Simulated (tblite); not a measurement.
# C2H5BCl5Ga: the cost of one run

Computed with tblite 0.8.0 and PySCF 2.14.0, with density-fitted response routines of our own, on a single molecule in the gas phase. Atoms are numbered from 0 throughout.

## 1. The starting structure

14 atoms, charge 0, multiplicity 1; geometry from: force field or distance geometry start.

Bonds of the start (Å): Cl0–C1 1.77, C1–Cl2 1.80, C1–Cl3 1.76, C1–C4 1.53, C4–B5 1.59, B5–Cl6 1.85, Cl6–Ga7 2.20, Ga7–Cl8 2.19, Cl8–B5 1.86, C4–H9 1.12, C4–H10 1.12, B5–H11 1.18, Ga7–H12 1.61, Ga7–H13 1.58.

## 2. Relaxing the molecule with GFN2-xTB

What the job is given:

```
{"job": {"kind": "relax", "xc": "GFN2-xTB", "basis": "xTB"}, "charge": 0, "multiplicity": 1}
Cl    -1.222300     2.146000     0.412500
C     -1.952400     0.547500     0.192900
Cl    -3.089200     0.340200     1.569400
Cl    -2.811900     0.511800    -1.340500
C     -0.915200    -0.571000     0.199800
B      0.151400    -0.434600    -0.966700
Cl     1.694900    -1.431700    -0.762800
Ga     2.697700     0.140600     0.395400
Cl     1.201200     1.095300    -0.895600
H     -0.433200    -0.665200     1.210600
H     -1.492400    -1.510500    -0.007700
H     -0.330800    -0.651300    -2.021800
H      2.292300     0.027400     1.949000
H      4.209200     0.455100     0.043400
```

On the command line:

```
$ OMP_NUM_THREADS=1 python probes_run.py task.json out
```

The driver reads the jobs from task.json and runs them one after another.

**Question.** How long does this first job take on 1 thread of Arm Neoverse N1, shared host?

About 2.8 s.
